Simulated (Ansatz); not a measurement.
# C3H12InNOSi: how energies converge with the basis set

How large a basis does C3H12InNOSi need? Two functionals are run in growing sets.

Program: Ansatz 0.2.0, Gaussian basis. Level of theory: one geometry, several basis sets. These are calculated values, not measurements.

Levels to be run: PBE0-D4/def2-SVP; ωB97M-V/def2-SVP; PBE0-D4/def2-QZVPP; ωB97M-V/def2-QZVPP; the functionals' def2-TZVPP values are taken from earlier runs.

2 further runs of the same task are left out: 1 for a known fault of the program, 1 that didn't finish.

### 1 The relaxed structure

An earlier PBE0-D4 in a triple-zeta def2 set relaxation fixed the geometry. In takes the def2 core potential; no spin-orbit term is included.

SMILES `C[N](C)[In]([CH3])[O][SiH3]`, 19 atoms, charge 0, spin multiplicity 1.

Atoms are counted from 1 here; the program's logs count them from 0.

Bond lengths: C1–N2 1.439 Å, C1–H8 1.093 Å, C1–H9 1.101 Å, C1–H10 1.101 Å, N2–C3 1.438 Å, N2–In4 2.005 Å, C3–H11 1.101 Å, C3–H12 1.091 Å, C3–H13 1.101 Å, In4–C5 2.123 Å, In4–O6 1.996 Å, C5–H14 1.090 Å, C5–H15 1.089 Å, C5–H16 1.090 Å, O6–Si7 1.615 Å, Si7–H17 1.490 Å, Si7–H18 1.495 Å, Si7–H19 1.495 Å. Angles: N2–C1–H8 111.4°, N2–C1–H9 111.7°, N2–C1–H10 111.8°, H8–C1–H9 107.4°, H8–C1–H10 107.4°, H9–C1–H10 106.9°, C1–N2–C3 112.8°, C1–N2–In4 122.6°, C3–N2–In4 124.5°, N2–C3–H11 111.7°, N2–C3–H12 111.4°, N2–C3–H13 111.5°, H11–C3–H12 107.5°, H11–C3–H13 107.1°, H12–C3–H13 107.4°, N2–In4–C5 132.8°, N2–In4–O6 111.1°, C5–In4–O6 116.1° and more.

### 2 PBE0-D4 in def2-SVP

in.yaml

```yaml
crystal:
  periodic: [false, false, false]
  atoms:
    - {symbol: C, position_ang: [2.019189, -0.146565, -1.547658]}
    - {symbol: N, position_ang: [1.130232, 0.001595, -0.426248]}
    - {symbol: C, position_ang: [1.827018, 0.210999, 0.814107]}
    - {symbol: In, position_ang: [-0.863738, -0.098090, -0.606349]}
    - {symbol: C, position_ang: [-2.148604, -0.381067, -2.272952]}
    - {symbol: O, position_ang: [-1.757897, 0.132079, 1.163175]}
    - {symbol: Si, position_ang: [-1.541275, 0.289899, 2.755542]}
    - {symbol: H, position_ang: [1.465627, -0.301747, -2.477820]}
    - {symbol: H, position_ang: [2.652487, 0.743580, -1.686743]}
    - {symbol: H, position_ang: [2.697677, -1.004884, -1.421942]}
    - {symbol: H, position_ang: [2.491635, -0.632972, 1.055046]}
    - {symbol: H, position_ang: [1.131390, 0.328534, 1.646751]}
    - {symbol: H, position_ang: [2.453435, 1.115585, 0.778114]}
    - {symbol: H, position_ang: [-2.821741, 0.472694, -2.348785]}
    - {symbol: H, position_ang: [-1.578023, -0.478506, -3.195183]}
    - {symbol: H, position_ang: [-2.741201, -1.281759, -2.114005]}
    - {symbol: H, position_ang: [-2.857365, 0.329533, 3.453575]}
    - {symbol: H, position_ang: [-0.804978, 1.544501, 3.100454]}
    - {symbol: H, position_ang: [-0.753867, -0.843429, 3.330910]}
basis:
  gaussian: {orbitals: def2-SVP}
hamiltonian: {xc: pbe0, dispersion: d4}
output: {orbitals: {seedname: orbitals}}
```

Run with:

```bash
$ ansatz run in.yaml --threads 2 --pin off --events-out ev --progress --plain --max-ram 32768MiB --backend cpu
```

After this run come: ωB97M-V in def2-SVP; PBE0-D4 in def2-QZVPP; ωB97M-V in def2-QZVPP.

Before running them: what should the planned runs give, taken together? Wanted: PBE0-D4: double and triple zeta above quadruple; ωB97M-V: double and triple zeta above quadruple.

The runs gave:

```
                                       quantity           value
PBE0-D4: double and triple zeta above quadruple  11.80, 0.74 eV
ωB97M-V: double and triple zeta above quadruple  12.14, 0.70 eV
```

In words: PBE0-D4 gains 11.06 eV from double to triple zeta, then 0.74 eV more. These are total energies; as a rule much of such shifts cancels in differences, which this series doesn't test. The LUMO of ωB97M-V is positive and keeps falling with the basis (0.97 to 0.43 eV): an unbound level that the basis holds in place.
